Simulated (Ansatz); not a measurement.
# AlGeH (triplet): the correlation ladder at a displaced geometry (v1), cc-pVDZ

An exercise on one series of results from a longer session: the logs are not shown, and one member is left open.

Method: cc-pVDZ, core rule «outside noble gas», up to 19 orbitals frozen; program: Ansatz 0.2.0, Gaussian basis.

Plan: UHF; CCSD(T) on ROHF; CCSD(T) on UHF; BCCD(T) on ROHF; CISD; CCSDT(Q) on ROHF; CCSDT(Q) on UHF; CASSCF and MRCISD+Q, 8 electrons in 9 orbitals; CASSCF and NEVPT2, 8 electrons in 9 orbitals.

24 further runs of the same task are left out: 2 for a known fault of the program, 8 that didn't finish, 14 set aside as unsound or not needed.

## What is computed

The geometry is a PBE0/def2-TZVP stationary point (not a proven minimum) with its atoms shifted at random (size 0.040 Å). No spin-orbit coupling is included. The filled d shell of Ge may be among the frozen orbitals whatever the setting's name suggests; the logs give the count.

3 atoms, charge 0, spin multiplicity 3.

Atoms are counted from 1 here; the program's logs count them from 0.

Bond lengths: Ge1–Al2 2.400 Å, Al2–H3 1.645 Å. Angles: Ge1–Al2–H3 177.0°.

Set-up of the first run:

Contents of in.yaml:

```yaml
crystal:
  periodic: [false, false, false]
  atoms:
    - {symbol: Ge, position_ang: [-0.015433, -0.009008, 2.147633]}
    - {symbol: Al, position_ang: [-0.016266, -0.025151, -0.251964]}
    - {symbol: H, position_ang: [0.031698, 0.034159, -1.895669]}
basis:
  gaussian: {orbitals: cc-pVDZ}
magnetization: {spin_polarized: true, initial_magnetization: 2}
hamiltonian: {xc: hf}
output: {orbitals: {seedname: orbitals}}
```

Run with:

```
ansatz run in.yaml --threads 1 --pin off --events-out ev --progress --plain --max-ram 2393MiB
```

Steps of the session up to this table: UHF; CCSD(T) on ROHF; CCSD(T) on UHF; BCCD(T) on ROHF; CISD; CCSDT(Q) on ROHF; CCSDT(Q) on UHF; CASSCF and MRCISD+Q, 8 electrons in 9 orbitals; CASSCF and NEVPT2, 8 electrons in 9 orbitals.

One of the session's tables, all rows but one given; the rest of the session is left out.

It belongs to the step «Misses and costs». 

```
          method  from UCCSDT(Q) (kcal/mol)
            ROHF                     +94.66
             UHF                     +92.60
            RMP2                     +22.85
            UMP2                     +23.39
            CISD                     +10.32
           RCCSD                      +4.94
           UCCSD                      +4.80
        RCCSD(T)                      +1.29
        UCCSD(T)                      +1.21
         BCCD(T)                      +1.34
          RCCSDT                      +0.36
          UCCSDT                      +0.26
       RCCSDT(Q)                      +0.11
       UCCSDT(Q)                          0
  CASSCF valence                     +55.51
  NEVPT2 valence                          ?
  MRCISD valence                      +3.58
MRCISD+Q valence                      +0.17
```

Estimate the missing values for NEVPT2 valence.

**Answer.** from UCCSDT(Q) (kcal/mol): +15.16. In the column «from UCCSDT(Q) (kcal/mol)» it lies between CISD (+10.32) and RMP2 (+22.85).

Caveats from the session: Restricted and unrestricted rows rest on different reference determinants; where their highest levels disagree by more than a few hundredths of an eV, they describe different states and don't form one ladder.
